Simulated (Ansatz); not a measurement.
# ZrB (rocksalt): how the settings move a single-point run

Question: which choices in the input matter for ZrB (rocksalt)?

Program: Ansatz 0.2.0. Level of theory: reference: DFT r2SCAN, scalar-relativistic, plane waves, PAW. These are calculated values, not measurements.

1 further run of the same task is left out (set aside as unsound or not needed).

## 1. The starting structure

Symmetry: Fm-3m, No. 225, cubic system. The conventional cell has a = 4.911 Å, b = 4.911 Å, c = 4.911 Å, α = 90.00°, β = 90.00°, γ = 90.00°. Around Zr (site symmetry m-3m) lie 6 B at 2.46 Å. B (site symmetry m-3m) is surrounded by 6 Zr at 2.46 Å.

As a file:

```cif
data_structure
_symmetry_space_group_name_H-M 'P 1'
_symmetry_Int_Tables_number 1
_cell_length_a 3.4729
_cell_length_b 3.4729
_cell_length_c 3.4729
_cell_angle_alpha 60.000
_cell_angle_beta 60.000
_cell_angle_gamma 60.000
_cell_volume 29.62
loop_
_atom_site_label
_atom_site_type_symbol
_atom_site_fract_x
_atom_site_fract_y
_atom_site_fract_z
_atom_site_occupancy
Zr1 Zr 0.50000 0.50000 0.50000 1
B1 B 0.00000 0.00000 0.00000 1
```

## 2. Baseline

Input file input.yaml:

```yaml
crystal:
  lattice:
    - [0.0, 2.4556827944, 2.4556827944]
    - [2.4556827944, 0.0, 2.4556827944]
    - [2.4556827944, 2.4556827944, 0.0]
  atoms:
    - { symbol: Zr, position: [0.5, 0.5, 0.5] }
    - { symbol: B, position: [0.0, 0.0, 0.0] }
basis:
  ecutwfc: 500
  ecutrho_ratio: 4
kpoints:
  mp_grid: { grid: [12, 12, 12] }
hamiltonian:
  xc: r2scan
scf:
  occupations: { method: gaussian, width: 0.05 }
output:
  forces: true
  stress: true
  eigenvalues: true
```

Launch:

```bash
ansatz run input.yaml --threads 2 --pin off --max-ram 2662MiB --backend cpu --events-out ev --progress --plain --runs-dir out
```

From the output:

```text
[...]
Basis set: ecut = 500 eV, 749 PW (Γ), exchange–correlation on 108×108×108 points (64 copies of the dense FFT grid, shifted against one another)
[...]
k-points: 72 of 1728
[...]
SCF iter   1: F=—  HF=-4352.437271 eV  |F-HF|=—  |Δ(HF+E_count)|=         —  Δρ=7.68e-3  dr2=2.09e-2  dr2_τ=7.76e-2  ethr=1.77e-3  ⟨swp⟩=5.5  Hψ=4400  notcnv=0
preconditioner: auto → none  [insulator: Δε(μ)=0.068 eV  Ē_g=7.638 eV  σ=0.050 eV  W_gap=0.65  n_scr=8 (ndim 8)  ℏωp=18.1 eV  f_vac=0.000  D(μ)=0.58/eV (n_scr^D=0)  ε∞_Penn≈6.6]
SCF iter   2: F=—  HF=-4352.467176 eV  |F-HF|=—  |Δ(HF+E_count)|=   2.99e-2  Δρ=3.57e-3  dr2=1.58e-3  dr2_τ=1.05e-3  ethr=1.39e-4  ⟨swp⟩=2.6  Hψ=2219  notcnv=0  defer=38
[...]
SCF iter   5: F=—  HF=-4352.467999 eV  |F-HF|=—  |Δ(HF+E_count)|=   3.74e-5  Δρ=1.45e-4  dr2=3.58e-6  dr2_τ=2.87e-7  ethr=4.89e-7  ⟨swp⟩=2.7  Hψ=1372  notcnv=0  defer=38
SCF iter   6: F=-4352.468000 eV  HF=-4352.468000 eV  |F-HF|=2.92e-8  |Δ(HF+E_count)|=   1.16e-6  Δρ=2.27e-5  dr2=8.70e-8  dr2_τ=2.73e-9  ethr=6.67e-10  ⟨swp⟩=5.1  Hψ=4098  notcnv=0
[...]
SCF converged after 6 iterations
Free energy (F): -4352.468000 eV
[...]
E sigma→0 (E₀):  -4352.467653 eV
[...]
Fermi energy:    12.096799 eV
[...]
  P = ⅓ Tr σ = 0.0002 GPa (0.002 kbar)
[...]
```

It took 2.2 s on 2 threads of Arm Neoverse V2, shared host; peak memory 0.39 GiB.

## 3. Changed: ecutwfc 250 eV

Changes to input.yaml since step 2:

```diff
@@ -9,3 +9,3 @@
 basis:
-  ecutwfc: 500
+  ecutwfc: "250 eV"
   ecutrho_ratio: 4
@@ -20,2 +20 @@
   stress: true
-  eigenvalues: true
```

Launch:

```bash
ansatz run input.yaml --threads 2 --pin off --max-ram 2662MiB --backend cpu --events-out ev --progress --plain --runs-dir out
```

The program printed, cut to the lines that bear on the results:

```text
Warning: basis.ecutwfc = 250 eV is below the records' recommended 500 eV, and the density's cutoff is lower with it unless basis.ecutrho_ratio is high enough to keep the records' density cutoff: compare with a run at a higher cutoff
Warning: basis.ecutrho_ratio = 4 (ecutrho = 1000 eV) is below the records' recommended 2000 eV
Warning: RAYON_NUM_THREADS=2 ignored (pool sized by the plan → 2); use --threads N
[...]
Pseudopotentials: kind: paw
Pseudopotential: Zr, paw, valence charge 12, recommended cutoff 500 eV (meta_gga), Zr.paw.azcp
Pseudopotential: B, paw, valence charge 3, recommended cutoff 500 eV (meta_gga), B.paw.azcp
Functional definition: r2SCAN
[...]
Crystal: 2 atoms, lattice volume = 29.617 Å³
Basis set: ecut = 250 eV, 283 PW (Γ), exchange–correlation on 72×72×72 points (64 copies of the dense FFT grid, shifted against one another)
Bands: 12, of which v1, the nominal top of the filled ones, is band 8 counted from 1 (7 counted from 0)
Symmetry: 48 space group operations
Space group: Fm-3m (ITA 225), of the structure as read, at distance tolerance 3.1e-5 Å
k-points: 72 of 1728
[...]
SCF iter   1: F=—  HF=-4352.079439 eV  |F-HF|=—  |Δ(HF+E_count)|=         —  Δρ=1.21e-2  dr2=2.79e-2  dr2_τ=6.62e-2  ethr=1.77e-3  ⟨swp⟩=4.6  Hψ=4282  notcnv=0
[...]
SCF iter   6: F=-4352.115717 eV  HF=-4352.115717 eV  |F-HF|=8.29e-9  |Δ(HF+E_count)|=   3.61e-7  Δρ=9.84e-6  dr2=3.58e-8  dr2_τ=2.23e-9  ethr=6.67e-10  ⟨swp⟩=4.6  Hψ=2720  notcnv=0
[...]
SCF converged after 6 iterations
Free energy (F): -4352.115717 eV
[...]
E sigma→0 (E₀):  -4352.115361 eV
Entropy (-TS):   -0.000712 eV (-0.356 meV/atom)
Fermi energy:    12.116517 eV
[...]
--- Forces (eV/Å), atoms counted from 1 ---
  atom   1  Zr     0.00000000    -0.00000000     0.00000000
  atom   2  B     -0.00000000     0.00000000     0.00000000
[...]
--- Stress (GPa, compression-positive) ---
        1.083253       0.000000      -0.000000
        0.000000       1.083253      -0.000000
        0.000000       0.000000       1.083253
  P = ⅓ Tr σ = 1.0833 GPa (10.833 kbar)
```

Wall time 0.89 s (2 threads of Arm Neoverse V2, shared host); peak memory 0.29 GiB.

Changing the cutoff moves the energy by +176.1 meV/atom, and the pressure goes from 0.0 to 1.1 GPa. The lower cutoff gives the higher energy: the smaller basis describes the state less well. The log warns that the cutoff is under what these potentials recommend, so the shift is basis error. Cost: 0.89 s against 2.2 s. The variant is not converged in its settings.

## 4. Variant: dispersion d3bj, preconditioner kerker_dos

Changes to input.yaml since step 2:

```diff
@@ -15,4 +15,6 @@
   xc: r2scan
+  dispersion: d3bj
 scf:
   occupations: { method: gaussian, width: 0.05 }
+  mixing: { preconditioner: kerker_dos }
 output:
@@ -20,2 +22,5 @@
   stress: true
-  eigenvalues: true
+  write_density: true
+  write_potential: true
+  elf: true
+  volumetric_format: npy
```

Launch:

```bash
ansatz run input.yaml --threads 2 --pin off --max-ram 2662MiB --backend cpu --events-out ev --progress --plain --runs-dir out
```

The program printed, cut to the lines that bear on the results:

```text
Warning: the engine holds no damping parameters fitted to this dispersion correction and functional, so the run takes those fitted to r2scan beside the three-body term, which d3bj leaves out (hamiltonian.dispersion, under Limitations)
Warning: RAYON_NUM_THREADS=2 ignored (pool sized by the plan → 2); use --threads N
[...]
Pseudopotentials: kind: paw
Pseudopotential: Zr, paw, valence charge 12, recommended cutoff 500 eV (meta_gga), Zr.paw.azcp
Pseudopotential: B, paw, valence charge 3, recommended cutoff 500 eV (meta_gga), B.paw.azcp
Functional definition: r2SCAN
[...]
Crystal: 2 atoms, lattice volume = 29.617 Å³
Basis set: ecut = 500 eV, 749 PW (Γ), exchange–correlation on 108×108×108 points (64 copies of the dense FFT grid, shifted against one another)
Bands: 12, of which v1, the nominal top of the filled ones, is band 8 counted from 1 (7 counted from 0)
Symmetry: 48 space group operations
Space group: Fm-3m (ITA 225), of the structure as read, at distance tolerance 3.1e-5 Å
k-points: 72 of 1728
[...]
SCF iter   1: F=—  HF=-4352.798655 eV  |F-HF|=—  |Δ(HF+E_count)|=         —  Δρ=7.68e-3  dr2=2.09e-2  dr2_τ=7.76e-2  ethr=1.77e-3  ⟨swp⟩=5.5  Hψ=4400  notcnv=0
[...]
SCF iter   6: F=-4352.829385 eV  HF=-4352.829385 eV  |F-HF|=5.90e-9  |Δ(HF+E_count)|=   6.04e-7  Δρ=5.59e-6  dr2=4.62e-9  dr2_τ=5.57e-10  ethr=6.67e-10  ⟨swp⟩=10.6  Hψ=6105  notcnv=0
[...]
SCF converged after 6 iterations
Free energy (F): -4352.829385 eV
[...]
E sigma→0 (E₀):  -4352.829038 eV
Entropy (-TS):   -0.000694 eV (-0.347 meV/atom)
Fermi energy:    12.096723 eV
[...]
--- Forces (eV/Å), atoms counted from 1 ---
  atom   1  Zr     0.00000000    -0.00000000    -0.00000000
  atom   2  B     -0.00000000     0.00000000    -0.00000000
[...]
--- Stress (GPa, compression-positive) ---
       -2.000009       0.000000       0.000000
        0.000000      -2.000009      -0.000000
       -0.000000      -0.000000      -2.000009
  P = ⅓ Tr σ = -2.0000 GPa (-20.000 kbar)
--- Band table (eV; the first three rows and the last of 72) ---
  k-point 0: bands = ["-37.0554", "-14.1758", "-14.1758", "-14.1758", "3.4966", "14.0996", "14.0996", "14.0996", "15.3787", "15.3787", "15.6941", "15.6941"]
[...]
```

It took 2.7 s on 2 threads of Arm Neoverse V2, shared host; peak memory 0.4 GiB.

The energy moves by -180.7 meV/atom, nearly all of it the dispersion term itself (-180.7 meV/atom); that offset belongs to the model and is no gain or loss of stability; the pressure goes from 0.0 to -2.0 GPa. The damping parameters are borrowed, as the log notes.

## 5. Changing settings: chi_scale 0.3

Changes to input.yaml since step 2:

```diff
@@ -17,2 +17,3 @@
   occupations: { method: gaussian, width: 0.05 }
+  initial_density: { chi_scale: 0.3 }
 output:
@@ -20,2 +21,5 @@
   stress: true
-  eigenvalues: true
+  write_density: true
+  write_potential: true
+  elf: true
+  volumetric_format: npy
```

Launch:

```bash
ansatz run input.yaml --threads 2 --pin off --max-ram 2662MiB --backend cpu --events-out ev --progress --plain --runs-dir out
```

The program printed, cut to the lines that bear on the results:

```text
Warning: RAYON_NUM_THREADS=2 ignored (pool sized by the plan → 2); use --threads N
[...]
Pseudopotentials: kind: paw
Pseudopotential: Zr, paw, valence charge 12, recommended cutoff 500 eV (meta_gga), Zr.paw.azcp
Pseudopotential: B, paw, valence charge 3, recommended cutoff 500 eV (meta_gga), B.paw.azcp
Functional definition: r2SCAN
[...]
Crystal: 2 atoms, lattice volume = 29.617 Å³
Basis set: ecut = 500 eV, 749 PW (Γ), exchange–correlation on 108×108×108 points (64 copies of the dense FFT grid, shifted against one another)
Bands: 12, of which v1, the nominal top of the filled ones, is band 8 counted from 1 (7 counted from 0)
Symmetry: 48 space group operations
Space group: Fm-3m (ITA 225), of the structure as read, at distance tolerance 3.1e-5 Å
k-points: 72 of 1728
[...]
SCF iter   1: F=—  HF=-4352.431866 eV  |F-HF|=—  |Δ(HF+E_count)|=         —  Δρ=3.47e-2  dr2=4.55e-1  dr2_τ=9.70e-2  ethr=3.04e-3  ⟨swp⟩=1.0  Hψ=5837  notcnv=0
[...]
SCF iter   7: F=-4352.468000 eV  HF=-4352.468000 eV  |F-HF|=3.66e-9  |Δ(HF+E_count)|=   1.93e-7  Δρ=4.64e-6  dr2=8.62e-9  dr2_τ=6.26e-10  ethr=6.67e-10  ⟨swp⟩=10.1  Hψ=6011  notcnv=0
[...]
SCF converged after 7 iterations
Free energy (F): -4352.468000 eV
[...]
E sigma→0 (E₀):  -4352.467653 eV
Entropy (-TS):   -0.000694 eV (-0.347 meV/atom)
Fermi energy:    12.096694 eV
[...]
--- Forces (eV/Å), atoms counted from 1 ---
  atom   1  Zr     0.00000000    -0.00000000     0.00000000
  atom   2  B     -0.00000000     0.00000000    -0.00000000
[...]
--- Stress (GPa, compression-positive) ---
       -0.000622       0.000000       0.000000
        0.000000      -0.000622      -0.000000
        0.000000       0.000000      -0.000622
  P = ⅓ Tr σ = -0.0006 GPa (-0.006 kbar)
--- Band table (eV; the first three rows and the last of 72) ---
  k-point 0: bands = ["-37.0554", "-14.1758", "-14.1758", "-14.1758", "3.4965", "14.0996", "14.0996", "14.0996", "15.3787", "15.3787", "15.6940", "15.6940"]
[...]
```

Wall time 2.9 s (2 threads of Arm Neoverse V2, shared host); peak memory 0.39 GiB.

Same state: the changed start leaves the energy within 0.5 meV/atom.

## 6. Variant: ecutwfc 600 eV, accuracy medium

Changes to input.yaml since step 2:

```diff
@@ -9,3 +9,3 @@
 basis:
-  ecutwfc: 500
+  ecutwfc: "600 eV"
   ecutrho_ratio: 4
@@ -20,2 +20,2 @@
   stress: true
-  eigenvalues: true
+accuracy: medium
```

Launch:

```bash
ansatz run input.yaml --threads 2 --pin off --max-ram 2662MiB --backend cpu --events-out ev --progress --plain --runs-dir out
```

The program printed, cut to the lines that bear on the results:

```text
Warning: RAYON_NUM_THREADS=2 ignored (pool sized by the plan → 2); use --threads N
[...]
Pseudopotentials: kind: paw
Pseudopotential: Zr, paw, valence charge 12, recommended cutoff 500 eV (meta_gga), Zr.paw.azcp
Pseudopotential: B, paw, valence charge 3, recommended cutoff 500 eV (meta_gga), B.paw.azcp
Functional definition: r2SCAN
[...]
Crystal: 2 atoms, lattice volume = 29.617 Å³
Basis set: ecut = 600 eV, 965 PW (Γ), exchange–correlation on 120×120×120 points (64 copies of the dense FFT grid, shifted against one another)
Bands: 12, of which v1, the nominal top of the filled ones, is band 8 counted from 1 (7 counted from 0)
Symmetry: 48 space group operations
Space group: Fm-3m (ITA 225), of the structure as read, at distance tolerance 3.1e-5 Å
k-points: 72 of 1728
[...]
SCF iter   1: F=—  HF=-4352.439913 eV  |F-HF|=—  |Δ(HF+E_count)|=         —  Δρ=7.83e-3  dr2=2.11e-2  dr2_τ=7.65e-2  ethr=1.77e-3  ⟨swp⟩=5.6  Hψ=4437  notcnv=0
[...]
SCF iter   6: F=-4352.470702 eV  HF=-4352.470702 eV  |F-HF|=2.30e-8  |Δ(HF+E_count)|=   1.15e-6  Δρ=2.28e-5  dr2=9.01e-8  dr2_τ=2.82e-9  ethr=6.67e-10  ⟨swp⟩=3.5  Hψ=3602  notcnv=0
[...]
SCF converged after 6 iterations
Free energy (F): -4352.470702 eV
[...]
E sigma→0 (E₀):  -4352.470355 eV
Entropy (-TS):   -0.000695 eV (-0.347 meV/atom)
Fermi energy:    12.096899 eV
[...]
--- Forces (eV/Å), atoms counted from 1 ---
  atom   1  Zr     0.00000000    -0.00000000    -0.00000000
  atom   2  B     -0.00000000    -0.00000000    -0.00000000
[...]
--- Stress (GPa, compression-positive) ---
       -0.009146      -0.000000      -0.000000
       -0.000000      -0.009146       0.000000
       -0.000000      -0.000000      -0.009146
  P = ⅓ Tr σ = -0.0091 GPa (-0.091 kbar)
```

Wall time 2.4 s (2 threads of Arm Neoverse V2, shared host); peak memory 0.45 GiB.

Changing the cutoff and accuracy level moves the energy by -1.4 meV/atom.

## 7. Changing settings: n_extra_bands 2

Changes to input.yaml since step 2:

```diff
@@ -17,2 +17,3 @@
   occupations: { method: gaussian, width: 0.05 }
+  n_extra_bands: 2
 output:
@@ -20,2 +21,5 @@
   stress: true
-  eigenvalues: true
+  write_density: true
+  write_potential: true
+  elf: true
+  volumetric_format: npy
```

Launch:

```bash
ansatz run input.yaml --threads 2 --pin off --max-ram 2662MiB --backend cpu --events-out ev --progress --plain --runs-dir out
```

The program printed, cut to the lines that bear on the results:

```text
Warning: RAYON_NUM_THREADS=2 ignored (pool sized by the plan → 2); use --threads N
scf.n_extra_bands = 2 over 8 filled bands (N_el = 15.0): the run solves 10 bands
[...]
Pseudopotentials: kind: paw
Pseudopotential: Zr, paw, valence charge 12, recommended cutoff 500 eV (meta_gga), Zr.paw.azcp
Pseudopotential: B, paw, valence charge 3, recommended cutoff 500 eV (meta_gga), B.paw.azcp
Functional definition: r2SCAN
[...]
Crystal: 2 atoms, lattice volume = 29.617 Å³
Basis set: ecut = 500 eV, 749 PW (Γ), exchange–correlation on 108×108×108 points (64 copies of the dense FFT grid, shifted against one another)
Bands: 10, of which v1, the nominal top of the filled ones, is band 8 counted from 1 (7 counted from 0)
Symmetry: 48 space group operations
Space group: Fm-3m (ITA 225), of the structure as read, at distance tolerance 3.1e-5 Å
k-points: 72 of 1728
[...]
SCF iter   1: F=—  HF=-4352.437241 eV  |F-HF|=—  |Δ(HF+E_count)|=         —  Δρ=7.69e-3  dr2=2.10e-2  dr2_τ=7.76e-2  ethr=1.77e-3  ⟨swp⟩=5.1  Hψ=3906  notcnv=0
[...]
SCF iter   6: F=-4352.468000 eV  HF=-4352.468000 eV  |F-HF|=2.68e-8  |Δ(HF+E_count)|=   1.11e-6  Δρ=2.38e-5  dr2=8.93e-8  dr2_τ=2.82e-9  ethr=6.67e-10  ⟨swp⟩=6.6  Hψ=4715  notcnv=0
[...]
SCF converged after 6 iterations
Free energy (F): -4352.468000 eV
[...]
E sigma→0 (E₀):  -4352.467653 eV
Entropy (-TS):   -0.000694 eV (-0.347 meV/atom)
Fermi energy:    12.096800 eV
[...]
--- Forces (eV/Å), atoms counted from 1 ---
  atom   1  Zr     0.00000000    -0.00000000     0.00000000
  atom   2  B     -0.00000000     0.00000000     0.00000000
[...]
--- Stress (GPa, compression-positive) ---
        0.000067       0.000000      -0.000000
        0.000000       0.000067      -0.000000
       -0.000000      -0.000000       0.000067
  P = ⅓ Tr σ = 0.0001 GPa (0.001 kbar)
--- Band table (eV; the first three rows and the last of 72) ---
  k-point 0: bands = ["-37.0552", "-14.1757", "-14.1757", "-14.1757", "3.4967", "14.0996", "14.0996", "14.0996", "15.3788", "15.3788"]
[...]
```

Run time: 2.5 s. Hardware: 2 threads of Arm Neoverse V2, shared host; peak memory 0.4 GiB.

Energy and cycle count are those of the reference, so the change (band count) left the result and the number of cycles as they were.

## 8. Comparison

```csv
run,ending,energy change,pressure (GPa),gap (eV),force (eV/Å),cycles,time
reference,converged,0,0.0,0.00,0.00,6,2.2 s
1: ecutwfc 250 eV,converged,+176.1 meV/atom,1.1,0.00,0.00,6,0.89 s
"2: dispersion d3bj, preconditioner kerker_dos",converged,-180.7 meV/atom (offset of the dispersion model),-2.0,0.00,0.00,6,2.7 s
3: chi_scale 0.3,converged,0.0 meV/atom,0.0,0.00,0.00,7,2.9 s
"4: ecutwfc 600 eV, accuracy medium",converged,-1.4 meV/atom,0.0,0.00,0.00,6,2.4 s
5: n_extra_bands 2,converged,0.0 meV/atom,0.0,0.00,0.00,6,2.5 s
```

Times don't compare one to one where runs were asked for different outputs or read a saved state (see the inputs); cycles may leave out searches for a lower state.

Residual by cycle in the longest SCF loop of each run; runs are numbered as in the table. The quantity is the density residual dr2, in eV.

```csv
cycle,reference,run 1,run 2,run 3,run 4,run 5
1,0.0209,0.0279,0.0209,0.455,0.0211,0.021
2,0.00158,0.00223,0.00422,0.0389,0.00164,0.00164
3,3.8e-4,5.0e-4,1.1e-4,0.00812,3.9e-4,3.9e-4
4,7.3e-5,2.1e-5,1.6e-5,4.0e-4,7.5e-5,7.5e-5
5,3.6e-6,7.3e-7,3.3e-7,1.9e-5,3.6e-6,3.8e-6
6,8.7e-8,3.6e-8,4.6e-9,2.0e-7,9.0e-8,8.9e-8
7,-,-,-,8.6e-9,-,-
```

What this shows: Of the converged runs whose energies compare with the reference's, «ecutwfc 250 eV» moves the energy most (+176.1 meV/atom). Run 1 ran under the cutoff that the potentials recommend, as the log warns, so basis error is mixed into its values.
